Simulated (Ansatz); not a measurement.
# BrH3Si: the cost of one run

The runs use Ansatz 0.2.0, Gaussian basis; cc-pVTZ, core rule «outside noble gas», up to 19 orbitals frozen.

The runs, in order: UHF; CCSD(T) on RHF; CCSD(T) on UHF; BCCD(T) on RHF; CCSDT(Q) on RHF; CASSCF and NEVPT2, 2 electrons in 2 orbitals; CASSCF and NEVPT2, 14 electrons in 11 orbitals.

### Step 1. What is computed

The geometry derives from fragments relaxed apart (PBE0/def2-TZVP) and kept rigid, so it is no stationary point. A hydrogen atom is moved between rigid fragments. No spin-orbit coupling is included. The filled d shell of Br may be among the frozen orbitals whatever the setting's name suggests; the logs give the count.

5 atoms, charge 0, spin multiplicity 1.

Atoms are counted from 1 here; the program's logs count them from 0.

Bond lengths: Br1–H2 1.421 Å, Si3–H4 1.526 Å, Si3–H5 1.526 Å. Angles: H4–Si3–H5 91.2°.

### Step 2. UHF

in.yaml reads:

```yaml
crystal:
  periodic: [false, false, false]
  atoms:
    - {symbol: Br, position_ang: [-1.006124, 0.015876, 0.000000]}
    - {symbol: H, position_ang: [0.414476, 0.015876, 0.000000]}
    - {symbol: Si, position_ang: [2.615876, 0.015876, 0.000000]}
    - {symbol: H, position_ang: [3.228056, -0.858408, 1.090012]}
    - {symbol: H, position_ang: [3.228056, -0.858408, -1.090012]}
basis:
  gaussian: {orbitals: cc-pVTZ}
magnetization: {spin_polarized: true, initial_magnetization: 0}
hamiltonian: {xc: hf}
output: {orbitals: {seedname: orbitals}}
```

The run is started by

```
ansatz run in.yaml --threads 1 --pin off --events-out ev --progress --plain --max-ram 2816MiB --backend cpu
```

What time and memory should one allow on 1 thread of AMD EPYC 7R13, shared host?

About 6 s, with a peak of 0.41 GiB.
